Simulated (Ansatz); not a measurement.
# Si2BiTe2: the cost of one run

Method: DFT PBE, scalar-relativistic, plane waves, PAW, in Ansatz 0.2.0.

1 further run of the same task is left out (it didn't finish).

**1. Starting point**

It takes space group I4/mmm (No. 139, tetragonal). The conventional cell has a = 6.404 Å, b = 6.404 Å, c = 6.249 Å, α = 90.00°, β = 90.00°, γ = 90.00°. Si (site symmetry 4mm) is surrounded by 1 Bi at 2.03 Å and 1 Si at 2.18 Å. Bi (site symmetry 4/mmm) has 2 Si at 2.03 Å in its first shell of neighbours. Te (site symmetry mmm) has 2 Te at 3.12 Å and 2 Bi at 3.20 Å and 4 Si at 3.38 Å in its first shell of neighbours.

Structure file:

```xyz
5
Lattice="-3.2021 3.2021 3.1246 3.2021 -3.2021 3.1246 3.2021 3.2021 -3.1246" Properties=species:S:1:pos:R:3 pbc="T T T"
Si    0.0000    0.0000    1.0904
Si    0.0000    0.0000    5.1589
Bi    0.0000    0.0000    3.1246
Te    0.0000    3.2021    0.0000
Te    3.2021    0.0000    0.0000
```

The cell is invented: random cell by space group and Wyckoff sites (I4/mmm, No. 139). Its size is a rough estimate.

**2. Probe: one point on a coarse mesh**

input.yaml reads:

```yaml
crystal:
  lattice:
    - [-3.20208566, 3.20208566, 3.12462989]
    - [3.20208566, -3.20208566, 3.12462989]
    - [3.20208566, 3.20208566, -3.12462989]
  atoms:
    - { symbol: Si, position: [0.17447723, 0.17447723, 0.0] }
    - { symbol: Si, position: [0.82552277, 0.82552277, 0.0] }
    - { symbol: Bi, position: [0.5, 0.5, 0.0] }
    - { symbol: Te, position: [0.5, 0.0, 0.5] }
    - { symbol: Te, position: [0.0, 0.5, 0.5] }
basis:
  ecutwfc: 420
kpoints:
  mp_grid: { grid: [4, 4, 4] }
hamiltonian:
  xc: pbe
scf:
  occupations: { method: gaussian, width: 0.1 }
  lower_state_search: "off"
output:
  forces: true
  stress: true
  eigenvalues: true
```

On the command line:

```console
$ ansatz run input.yaml --threads 1 --pin off --max-ram 2560MiB --backend cpu --events-out ev --progress --plain --runs-dir out
```

**Question.** How long does this run take on 1 thread of Arm Neoverse V2, shared host, and how much memory does it need?

About 3.6 s, with a peak of 0.39 GiB.
